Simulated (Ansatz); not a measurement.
**C2H8HfO3S: shape, modes and thermochemistry**

Aim: relax C2H8HfO3S from a cheap starting geometry, then compute its harmonic vibrations to see whether it is a minimum and to get the zero-point energy and entropy, and look at its orbitals and charge.

The runs use Ansatz 0.2.0, Gaussian basis; RKS PBE0-D4/def2-TZVP.

Plan: relaxation at PBE0-D4/def2-TZVP; harmonic vibrations at the same level; a single point in def2-TZVPP for the fields.

### Step 1. The starting structure

SMILES `C[O][Hf]([OH])([OH])[S]C`, 15 atoms, charge 0, spin multiplicity 1.

Atoms are counted from 1 here; the program's logs count them from 0.

Bond lengths: C1–O2 1.400 Å, C1–H8 1.103 Å, C1–H9 1.098 Å, C1–H10 1.107 Å, O2–Hf3 1.857 Å, Hf3–O4 1.866 Å, Hf3–O5 1.874 Å, Hf3–S6 2.386 Å, O4–H11 0.964 Å, O5–H12 0.963 Å, S6–C7 1.852 Å, C7–H13 1.088 Å, C7–H14 1.092 Å, C7–H15 1.094 Å. Angles: O2–C1–H8 110.9°, O2–C1–H9 109.2°, O2–C1–H10 111.2°, H8–C1–H9 108.1°, H8–C1–H10 109.4°, H9–C1–H10 108.1°, C1–O2–Hf3 114.2°, O2–Hf3–O4 113.5°, O2–Hf3–O5 103.4°, O2–Hf3–S6 113.6°, O4–Hf3–O5 103.6°, O4–Hf3–S6 110.0°, O5–Hf3–S6 112.2°, Hf3–O4–H11 113.0°, Hf3–O5–H12 111.5°, Hf3–S6–C7 85.1°, S6–C7–H13 107.4°, S6–C7–H14 109.2° and more.

The start is a GFN2-xTB geometry. Hf takes the def2 core potential; no spin-orbit term is included.

### Step 2. Geometry optimisation, PBE0-D4/def2-TZVP

in.yaml reads:

```yaml
crystal:
  periodic: [false, false, false]
  atoms:
    - {symbol: C, position_ang: [-2.532460, 1.010830, 0.332200]}
    - {symbol: O, position_ang: [-1.244050, 1.542320, 0.202010]}
    - {symbol: Hf, position_ang: [0.096290, 0.264730, 0.060110]}
    - {symbol: O, position_ang: [-0.288370, -1.321130, 0.965850]}
    - {symbol: O, position_ang: [0.032190, -0.231070, -1.746440]}
    - {symbol: S, position_ang: [2.250000, 1.067360, 0.700400]}
    - {symbol: C, position_ang: [2.860720, -0.582680, 0.120850]}
    - {symbol: H, position_ang: [-2.644680, 0.481500, 1.293160]}
    - {symbol: H, position_ang: [-3.264600, 1.828140, 0.306570]}
    - {symbol: H, position_ang: [-2.764170, 0.316650, -0.498130]}
    - {symbol: H, position_ang: [-0.804680, -1.941140, 0.438610]}
    - {symbol: H, position_ang: [-0.664450, 0.239230, -2.217090]}
    - {symbol: H, position_ang: [3.947330, -0.563920, 0.172900]}
    - {symbol: H, position_ang: [2.475880, -1.361910, 0.782740]}
    - {symbol: H, position_ang: [2.545060, -0.748910, -0.913750]}
basis:
  gaussian: {orbitals: def2-TZVP}
hamiltonian: {xc: pbe0, dispersion: d4}
relax: {f_tol: 0.005, max_steps: 150}
```

Started as:

```
$ ansatz run in.yaml --threads 2 --pin off --events-out ev --progress --plain --max-ram 22528MiB --backend cuda --devices 0, --max-vram 18GiB
```

The runs that follow: Vibrations by finite differences; Fields at the relaxed geometry.

**Question.** What will the summary of the whole plan be? Wanted: point group; shift from the start; total energy; dispersion term; dipole moment; lowest, highest wavenumber; zero-point energy; HOMO, LUMO.

The runs gave:

```
                  quantity            value
               point group               C1
                     steps               39
shift from the start (rms)          0.870 Å
              total energy   -20485.0185 eV
           dispersion term         -281 meV
             dipole moment           2.89 D
lowest, highest wavenumber    24, 4029 cm⁻¹
         zero-point energy     273.8 kJ/mol
       entropy at 298.15 K  529.6 J/(mol K)
                HOMO, LUMO  -6.38, -0.10 eV
```

**Reading.** The atoms moved 0.87 Å (rms) from the start; the bond that changed most is Hf3–S6, from 2.386 to 2.461 Å. No mode is imaginary: a true minimum at this level. The stiffest mode, 4029 cm⁻¹, is an O–H stretch, and 12 modes under 200 cm⁻¹ make the vibrational entropy uncertain. Harmonic hybrid wavenumbers usually lie a few per cent above measured fundamentals. The largest Mulliken charge, +1.39 e, sits on Hf3. The HOMO lies mostly on S6 80 % and the LUMO on Hf3 35 %; S6 16 %.
